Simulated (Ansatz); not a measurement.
The system is HfIn4SiO6.

```xyz
12
Lattice="3.2302 -5.5777 -0.0247 3.2302 5.5777 -0.0247 -1.4907 0.0000 6.3203" Properties=species:S:1:pos:R:3 pbc="T T T"
Hf    0.6440    0.0000    0.0526
In    4.1040   -1.7301    0.0202
In    4.1040    1.7301    0.0202
In    1.7482   -1.8121    3.0400
In    1.7482    1.8121    3.0400
Si    4.8557    0.0000    2.7718
O     4.0293   -1.3765    2.3731
O     4.0293    1.3765    2.3731
O    -0.2525    0.0000    1.8631
O     5.2892    0.0000    4.3477
O     1.7422   -1.5806    0.4557
O     1.7422    1.5806    0.4557
```

The cell was built by a generator and needn't be a form met in nature.

* Program: Ansatz 0.2.0
* Task: relaxation of cell and atoms
* Functional: PBE
* Dispersion: D4
* Potentials or basis: Ansatz PAW
* Cutoff: 420 eV (not typed: the program's choice for these potentials)
* k mesh: 4 × 4 × 3
* Occupations: fermi-dirac, width 0.05 eV
* Spin: no spin polarisation

At the start: volume 18.94 Å³/atom.

**Question.** How do energy, volume and symmetry change on relaxing?

**Answer.** It ends after 17 steps and the volume is 17.71 Å³/atom (-6.5 %); space group Cm (No. 8, to 0.05 Å).

Step by step:
```csv
step,energy change (eV),largest force (eV/Å),volume (Å³)
1,0.0000,0.0345,227.34
2,-0.0366,0.3376,215.69
3,-0.0684,0.2229,218.15
4,-0.0734,0.1486,218.25
5,-0.0809,0.2855,217.16
6,-0.0907,0.1304,215.87
7,-0.1011,0.1371,214.05
8,-0.1059,0.1150,213.46
9,-0.1068,0.0643,213.74
10,-0.1074,0.0386,213.49
11,-0.1074,0.0108,213.64
12,-0.1073,0.0093,213.69
13,-0.0901,0.0111,213.69
14,-0.0923,0.0460,213.07
15,-0.0939,0.0226,212.43
16,-0.0938,0.0063,212.56
17,-0.0914,0.0063,212.56
```

Final structure:
```xyz
12
Lattice="3.0317 -5.4832 -0.0590 3.0317 5.4832 -0.0590 -1.4654 0.0000 6.4219" Properties=species:S:1:pos:R:3 pbc="T T T"
Hf    0.5152    0.0000    0.0141
In    3.8620   -1.7044   -0.0304
In    3.8620    1.7044   -0.0304
In    1.5734   -1.8228    3.1856
In    1.5734    1.8228    3.1856
Si    4.5659    0.0000    2.7456
O     3.7492   -1.3715    2.3164
O     3.7492    1.3715    2.3164
O    -0.0898    0.0000    2.0000
O     4.9116    0.0000    4.3338
O     1.6070   -1.6073    0.3522
O     1.6070    1.6073    0.3522
```

Caveat: the plane-wave basis is chosen anew once the cell has moved, so the energies of steps on either side of that aren't comparable; the pressure holds a Pulay correction of +0.4 GPa for the finite cutoff.
